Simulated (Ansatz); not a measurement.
The system is BiS.

```
Bi S
1.0
     4.00294    0.00000    0.00000
     0.00000    4.00294    0.00000
     0.00000    0.00000    4.00294
Bi S
1 1
Direct
  0.50000 0.50000 0.50000
  0.00000 0.00000 0.00000
```

The cell was built by a generator and needn't be a form met in nature.

```yaml
Program: Ansatz 0.2.0
Task: relaxation of cell and atoms
Functional: PBEsol0
Potentials_or_basis: Ansatz PAW
Cutoff: "420 eV (not typed: the program's choice for these potentials)"
k_mesh: 4 × 4 × 4
Occupations: fermi-dirac, width 0.05 eV
Spin: no spin polarisation
```

At the start: volume 32.07 Å³/atom.

Q: Where does the relaxation end?

A: It ends after 8 steps and the volume is 21.47 Å³/atom (-33.1 %); space group Pm-3m (No. 221, to 0.05 Å).

Step by step:
```csv
step,energy change (eV),largest force (eV/Å),volume (Å³)
1,0.0000,0.0000,64.14
2,-0.7872,0.0000,55.21
3,-1.2889,0.0000,47.15
4,-1.3772,0.0000,41.96
5,-1.3833,0.0000,43.24
6,-1.3840,0.0000,42.91
7,-1.3840,0.0000,42.93
8,-1.3815,0.0000,42.93
```

Final structure:
```yaml
crystal:
  lattice:
    - [3.50158, 0.00000, 0.00000]
    - [0.00000, 3.50158, 0.00000]
    - [0.00000, 0.00000, 3.50158]
  atoms:
    - { symbol: Bi, position: [0.50000, 0.50000, 0.50000] }
    - { symbol: S, position: [0.00000, 0.00000, 0.00000] }
```

Caveat: the k mesh is coarse (spacing up to 0.39 Å⁻¹), so the values aren't converged, least of all with exact exchange; the volume moved by over 15 % at a fixed basis, so the end points are rough; the plane-wave basis is chosen anew once the cell has moved, so the energies of steps on either side of that aren't comparable; the PAW data sets come from PBE, with cores solved anew for the run's functional, which leaves a small shift of forces and pressure.
